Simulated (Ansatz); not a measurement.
**Cl− with NH₃: structure and interaction energy**

An exercise on one series of results from a longer session: the logs are not shown, and one member is left open.

Method: PBE0-D4 structure, single points in def2-TZVPPD; program: Ansatz 0.2.0, Gaussian basis.

Levels: PBE-D4, revPBE-D4, BLYP-D4, r2SCAN-D4, B97M-V, PBE0-D4, B3LYP-D4, HSE06-D4, wB97X-V, wB97M-V, B2PLYP, Hartree-Fock, MP2, CCSD, CCSD(T). The reference is CCSD(T) extrapolated to the basis limit.

Cores are frozen in the correlated methods. B3LYP uses VWN-RPA correlation. B2PLYP carries no dispersion term here.

163 further runs of the same task are left out: 163 set aside as unsound or not needed.

## Starting geometry

The pair, from a GFN2-xTB docking trial: 5 atoms, charge -1, spin multiplicity 1.

Atoms are counted from 1 here; the program's logs count them from 0.

Bond lengths: N2–H3 1.017 Å, N2–H4 1.017 Å, N2–H5 1.027 Å. Angles: H3–N2–H4 105.9°, H3–N2–H5 104.0°, H4–N2–H5 104.0°.

Coordinates:

```csv
atom,x (Å),y (Å),z (Å)
Cl1,-0.12960,-0.07430,-2.44750
N2,-0.12520,0.21120,0.79790
H3,0.88310,0.31350,0.87760
H4,-0.32060,-0.77020,0.97850
H5,-0.30780,0.31980,-0.20650
```

Atoms 1 to 1 are fragment A (Cl−), the rest fragment B (NH₃).

The first run:

Contents of pre/in.yaml:

```yaml
crystal:
  periodic: [false, false, false]
  atoms:
    - {symbol: Cl, position_ang: [-0.129600, -0.074300, -2.447500]}
    - {symbol: N, position_ang: [-0.125200, 0.211200, 0.797900]}
    - {symbol: H, position_ang: [0.883100, 0.313500, 0.877600]}
    - {symbol: H, position_ang: [-0.320600, -0.770200, 0.978500]}
    - {symbol: H, position_ang: [-0.307800, 0.319800, -0.206500]}
basis:
  gaussian: {orbitals: def2-SVPD}
total_charge: -1
hamiltonian: {xc: pbe, dispersion: d4}
relax: {f_tol: 0.03, max_steps: 250}
```

The run is started by

```console
ansatz run in.yaml --threads 2 --pin off --events-out ev --progress --plain --max-ram 5222MiB
```

Among the steps run: A first relaxation in a small basis; Relaxation at PBE0-D4; wB97X-V/def2-TZVPPD; wB97M-V/def2-TZVPPD; B2PLYP/def2-TZVPPD; B97M-V/def2-TZVPPD; CCSD(T)/def2-TZVPPD; MP2/def2-QZVPPD; Hartree-Fock/STO-3G; SPW92/def2-SVP; wB97M-V/def2-SVP; CCSD(T)/def2-SVP; Vibrations of the pair.

One table of the session follows, with a row left open; its other results are not shown here.

```
      method  interaction (kJ/mol)
      PBE-D4                -40.48
   revPBE-D4                -38.25
     BLYP-D4                -37.50
   r2SCAN-D4                -38.75
      B97M-V                -36.34
     PBE0-D4                -39.38
    B3LYP-D4                -37.87
    HSE06-D4                -39.39
     wB97X-V                -36.97
     wB97M-V                -36.85
      B2PLYP                -34.18
Hartree-Fock                -25.67
         MP2                     ?
        CCSD                -33.03
     CCSD(T)                -34.49
 CCSD(T)/CBS                -37.21
```

Estimate the missing values for MP2.

**Answer.** interaction (kJ/mol): -35.27. In the column «interaction (kJ/mol)» it lies between B97M-V (-36.34) and CCSD(T) (-34.49).

Among the levels timed on like hardware and quicker than the yardstick, those that no quicker one beats, quickest first: revPBE-D4 (2 s, -1.04 kJ/mol); BLYP-D4 (2.2 s, -0.29 kJ/mol); wB97X-V (6.1 s, +0.24 kJ/mol).

For cost: wB97X-V gets within 0.24 kJ/mol in 6.1 s, where CCSD(T)/CBS took 22 s; the quickest level in the cost chart, revPBE-D4, takes 2 s and misses by 1.04 kJ/mol.

Caveats from the session: A lower arrangement may exist.
